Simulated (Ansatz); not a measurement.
# TiAl: the cost of one run

Program: Ansatz 0.2.0. Level of theory: DFT r2SCAN, scalar-relativistic, plane waves, PAW. These are calculated values, not measurements.

1 further run of the same task is left out (set aside as unsound or not needed).

### Step 1. The structure to begin with

The structure is tetragonal, space group P4/mmm (No. 123). Conventional cell: a = 2.811 Å, b = 2.811 Å, c = 4.065 Å, α = 90.00°, β = 90.00°, γ = 90.00°. Around Ti (site symmetry 4/mmm) lie 4 Ti at 2.81 Å and 8 Al at 2.84 Å. Al (site symmetry 4/mmm) has 4 Al at 2.81 Å and 8 Ti at 2.84 Å as nearest neighbours.

Structure file:

```
Ti Al
1.0
     2.81056    0.00000    0.00000
     0.00000    2.81056    0.00000
     0.00000    0.00000    4.06500
Ti Al
1 1
Direct
  0.00000 0.00000 0.00000
  0.50000 0.50000 0.50000
```

It is the result of an earlier relaxation at this level (volume 16.06 Å³/atom; gap on the mesh: none (metal)).

### Step 2. Cutting the slab

Miller indices refer to the conventional cell of the relaxed bulk, P4/mmm (No. 123): a = 2.811 Å, b = 2.811 Å, c = 4.065 Å, α = 90.00°, β = 90.00°, γ = 90.00°.

A (001) slab, 6.1 Å thick as cut, with 17 Å of vacuum, in a 2×2 surface cell; its outer planes are Ti (top) and Al (bottom).

The slab as cut. Layers, bottom to top:

```tsv
plane	atoms per cell	height over the lowest (Å)
1	Al4	0.00
2	Ti4	2.03
3	Al4	4.07
4	Ti4	6.10
```

### Step 3. The clean surface, relaxed

File input.yaml:

```yaml
crystal:
  lattice:
    - [5.6211242027, 0.0, 0.0]
    - [0.0, 5.6211242027, 0.0]
    - [0.0, 0.0, 23.0975011277]
  atoms:
    - { symbol: Al, position: [0.25, 0.25, 0.3680051774] }
    - { symbol: Al, position: [0.25, 0.75, 0.3680051774] }
    - { symbol: Al, position: [0.75, 0.25, 0.3680051774] }
    - { symbol: Al, position: [0.75, 0.75, 0.3680051774] }
    - { symbol: Ti, position: [0.0, 0.0, 0.4560017258] }
    - { symbol: Ti, position: [0.0, 0.5, 0.4560017258] }
    - { symbol: Ti, position: [0.5, 0.0, 0.4560017258] }
    - { symbol: Ti, position: [0.5, 0.5, 0.4560017258] }
    - { symbol: Al, position: [0.25, 0.25, 0.5439982742] }
    - { symbol: Al, position: [0.25, 0.75, 0.5439982742] }
    - { symbol: Al, position: [0.75, 0.25, 0.5439982742] }
    - { symbol: Al, position: [0.75, 0.75, 0.5439982742] }
    - { symbol: Ti, position: [0.0, 0.0, 0.6319948226] }
    - { symbol: Ti, position: [0.0, 0.5, 0.6319948226] }
    - { symbol: Ti, position: [0.5, 0.0, 0.6319948226] }
    - { symbol: Ti, position: [0.5, 0.5, 0.6319948226] }
basis:
  ecutwfc: 500
kpoints:
  mp_grid: { grid: [5, 5, 1] }
hamiltonian:
  xc: r2scan
scf:
  occupations: { method: gaussian, width: 0.1 }
output:
  forces: true
  eigenvalues: true
relax:
  adjacent_minimum: "off"
  f_tol: 0.03
  max_steps: 70
  constraints: [{ sites: [0, 1, 2, 3, 4, 5, 6, 7] }]
efield:
  axis: 3
  dipole_correction: true
  ramp_width: 0.04
```

Launch:

```
$ ansatz run input.yaml --threads 2 --pin off --max-ram 5120MiB --backend cpu --events-out ev --progress --plain --runs-dir out
```

What time and memory should one allow on 2 threads of AMD EPYC 7B13 (Zen 3), shared host?

About 2.9 min, with a peak of 2.3 GiB.
